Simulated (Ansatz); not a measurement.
# Si5Ge3: the cost of one run

Computed with Ansatz 0.2.0 (DFT PBEsol, scalar-relativistic, plane waves, PAW, unless a step's input says otherwise).

That is the level of the relaxation; later steps name their own.

### Step 1. The system as given

It takes space group C2 (No. 5, monoclinic). Conventional cell: a = 11.027 Å, b = 11.027 Å, c = 7.797 Å, α = 90.00°, β = 135.00°, γ = 90.00°. Around Si (site symmetry 1) lie 2 Si at 2.39 Å and 2 Ge at 2.39 Å. Si (site symmetry 1) is surrounded by 3 Si at 2.39 Å and 1 Ge at 2.39 Å. Ge (site symmetry 1) has 2 Si at 2.39 Å and 2 Ge at 2.39 Å as nearest neighbours. Around Si (site symmetry 1) lie 1 Si at 2.39 Å and 3 Ge at 2.39 Å. Around Si (site symmetry 2) lie 4 Si at 2.39 Å. Around Ge (site symmetry 1) lie 3 Si at 2.39 Å and 1 Ge at 2.39 Å. Si (site symmetry 2) has 2 Si at 2.39 Å and 2 Ge at 2.39 Å as nearest neighbours. Only part of the 10 independent sites is listed.

Structure file:

```cif
data_structure
_symmetry_space_group_name_H-M 'P 1'
_symmetry_Int_Tables_number 1
_cell_length_a 7.7975
_cell_length_b 7.7975
_cell_length_c 7.7975
_cell_angle_alpha 60.000
_cell_angle_beta 60.000
_cell_angle_gamma 60.000
_cell_volume 335.23
loop_
_atom_site_label
_atom_site_type_symbol
_atom_site_fract_x
_atom_site_fract_y
_atom_site_fract_z
_atom_site_occupancy
Si1 Si 0.37500 0.37500 0.37500 1
Si2 Si 0.37500 0.37500 0.87500 1
Si3 Si 0.37500 0.87500 0.37500 1
Ge1 Ge 0.37500 0.87500 0.87500 1
Si4 Si 0.87500 0.37500 0.37500 1
Si5 Si 0.87500 0.37500 0.87500 1
Si6 Si 0.87500 0.87500 0.37500 1
Ge2 Ge 0.87500 0.87500 0.87500 1
Si7 Si 0.25000 0.25000 0.25000 1
Si8 Si 0.25000 0.25000 0.75000 1
Ge3 Ge 0.25000 0.75000 0.25000 1
Si9 Si 0.25000 0.75000 0.75000 1
Ge4 Ge 0.75000 0.25000 0.25000 1
Ge5 Ge 0.75000 0.25000 0.75000 1
Si10 Si 0.75000 0.75000 0.25000 1
Ge6 Ge 0.75000 0.75000 0.75000 1
```

(A quick probe on a coarse mesh, which set the mesh and smearing, is not shown.)

### Step 3. Full relaxation

input.yaml reads:

```yaml
crystal:
  lattice:
    - [0.0, 5.5136325, 5.5136325]
    - [5.5136325, 0.0, 5.5136325]
    - [5.5136325, 5.5136325, 0.0]
  atoms:
    - { symbol: Si, position: [0.375, 0.375, 0.375] }
    - { symbol: Si, position: [0.375, 0.375, 0.875] }
    - { symbol: Si, position: [0.375, 0.875, 0.375] }
    - { symbol: Ge, position: [0.375, 0.875, 0.875] }
    - { symbol: Si, position: [0.875, 0.375, 0.375] }
    - { symbol: Si, position: [0.875, 0.375, 0.875] }
    - { symbol: Si, position: [0.875, 0.875, 0.375] }
    - { symbol: Ge, position: [0.875, 0.875, 0.875] }
    - { symbol: Si, position: [0.25, 0.25, 0.25] }
    - { symbol: Si, position: [0.25, 0.25, 0.75] }
    - { symbol: Ge, position: [0.25, 0.75, 0.25] }
    - { symbol: Si, position: [0.25, 0.75, 0.75] }
    - { symbol: Ge, position: [0.75, 0.25, 0.25] }
    - { symbol: Ge, position: [0.75, 0.25, 0.75] }
    - { symbol: Si, position: [0.75, 0.75, 0.25] }
    - { symbol: Ge, position: [0.75, 0.75, 0.75] }
basis:
  ecutwfc: 420
kpoints:
  mp_grid: { grid: [6, 6, 6] }
hamiltonian:
  xc: pbesol
scf:
  occupations: { method: gaussian, width: 0.02 }
output:
  forces: true
  stress: true
  eigenvalues: true
  write_density: true
  write_potential: true
  elf: true
  volumetric_format: npy
relax:
  adjacent_minimum: "off"
  f_tol: 0.005
  max_steps: 80
  cell: { stress_tol: 0.05 }
```

Started as:

```bash
$ ansatz run input.yaml --threads 4 --pin off --max-ram 10240MiB --backend cpu --events-out ev --progress --plain --runs-dir out
```

Q: Estimate wall time and peak memory on 4 threads of Intel Xeon Platinum 8175M at 2.50GHz (Skylake/Cascade Lake), shared host.

About 3.5 min, with a peak of 1.7 GiB.
